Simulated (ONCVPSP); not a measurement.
# Neodymium: generating and testing an ONCV potential

Do these settings give a usable potential? It is generated, then checked for transferability, scattering, ghosts and hardness.

Program: ONCVPSP 4.0.1.1 (patched build). Reference atom: PBEsol, scalar-relativistic, spherical and spin-unpolarised. All values are calculated.

## 1. Starting point

The settings as typed:

```json
{"element": "neodymium (Nd, Z = 60)", "type": "optimised norm-conserving Vanderbilt (ONCV)", "frozen core": "[Kr]", "valence charge": "24", "reference configuration": "4d10 4f3 5s2 5p6 5d1 6s2", "partial waves": "5s+6s: rc 2.75 bohr, ncon 4, nbas 7, qcut 5.2 1/bohr, 2 projectors; 5p: rc 2.60 bohr, ncon 3, nbas 7, qcut 6 1/bohr, 3 projectors, debl 3 Ha; 4d+5d: rc 1.05 bohr, ncon 4, nbas 9, qcut 17.4 1/bohr, 2 projectors; 4f: rc 1.35 bohr, ncon 3, nbas 8, qcut 11.5 1/bohr, 1 projector", "local potential": "polynomial inside 0.80 bohr (lpopt 4, dvloc0 0 Ha)", "core correction": "not asked for"}
```

The nodes and maxima of the atom's own shells, from an earlier all-electron run, set the scale for the radii.

All-electron outer shells of the reference configuration (PBEsol, scalar-relativistic, ld1.x):

```tsv
shell	level (eV)	outermost node (bohr)	outermost maximum (bohr)
4p	-232.46	0.32	0.59
4d	-123.03	0.29	0.62
5s	-43.72	0.72	1.31
5p	-24.68	0.77	1.46
4f	-6.94	–	0.65
6s	-3.89	1.74	3.60
5d	-2.94	0.87	2.08
6p	-1.33	2.07	4.74
```

## 2. Generating the potential

The input, Nd.dat:

```
# ATOM AND REFERENCE CONFIGURATION
# atsym  z   nc   nv     iexc    psfile
  Nd 60.00    8    6  -116133      upf
#
#   n    l    f
    1    0    2.00
    2    0    2.00
    2    1    6.00
    3    0    2.00
    3    1    6.00
    3    2   10.00
    4    0    2.00
    4    1    6.00
    4    2   10.00
    4    3    3.00
    5    0    2.00
    5    1    6.00
    5    2    1.00
    6    0    2.00
#
# PSEUDOPOTENTIAL AND OPTIMIZATION
# lmax
    3
#
#   l,   rc,      ep,       ncon, nbas, qcut
    0    2.75    0.00    4    7    5.20
    1    2.60    0.00    3    7    6.00
    2    1.05    0.00    4    9   17.40
    3    1.35    0.00    3    8   11.50
#
# LOCAL POTENTIAL
# lloc, lpopt,  rc(5),   dvloc0
    4    4    0.80    0.00
#
# VANDERBILT-KLEINMAN-BYLANDER PROJECTORs
# l, nproj, debl
    0    2    2.60
    1    3    3.00
    2    2    1.20
    3    1    1.80
#
# MODEL CORE CHARGE
# icmod, fcfact, rcfact
    0    0.00    0.00
#
# LOG DERIVATIVE ANALYSIS
# epsh1, epsh2, depsh
   -6.00    5.00    0.04
#
# OUTPUT GRID
# rlmax, drl
    6.00    0.01
#
# TEST CONFIGURATIONS
# ncnf
    4
# nvcnf
#   n    l    f
    6
    4    2   10.00
    4    3    4.00
    5    0    2.00
    5    1    6.00
    5    2    0.00
    6    0    2.00
#
    6
    4    2   10.00
    4    3    4.00
    5    0    2.00
    5    1    6.00
    5    2    0.00
    6    0    1.00
#
    6
    4    2   10.00
    4    3    4.00
    5    0    2.00
    5    1    6.00
    5    2    0.00
    6    0    0.00
#
    7
    4    2   10.00
    4    3    4.00
    5    0    2.00
    5    1    6.00
    5    2    0.00
    6    0    0.00
    6    1    1.00
#
```

The run is started by

```bash
$ oncvpsp.x < Nd.dat > Nd.out
```

Before running it: what results should come out? Wanted: cutoffs for 1 and 0.1 mHa per electron, occupied waves; bound ghosts; GHOST(+) flags; largest test error; largest phase difference near zero energy, channels read.

As calculated:

| quantity | value |
| --- | --- |
| cutoffs for 1 and 0.1 mHa per electron, occupied waves | 93 Ha and 108 Ha |
| bound ghosts | s at -216.35 eV |
| GHOST(+) flags | p at 93 eV |
| largest test error (AE − PS) | +219 meV, for 4d10 4f4 5s2 5p6 5d0 6s0 |
| largest phase difference near zero energy, channels read | 0.011 rad |

**Reading.** A bound ghost (s) makes it unfit for use: electrons can fall into a state that the atom doesn't have. The worst unpolarised test, 4d10 4f4 5s2 5p6 5d0 6s0, is off by 219 meV on 14.7 eV; by total energies transferability rates as poor. By its cutoff, 93 Ha for the looser tolerance, it is very hard. At the looser tolerance the 4d wave is the slowest; 5d needs 75 Ha. Near zero energy the phases of the channels with partial waves agree within 0.011 rad. The program also flags highly localised states, GHOST(+) (p).
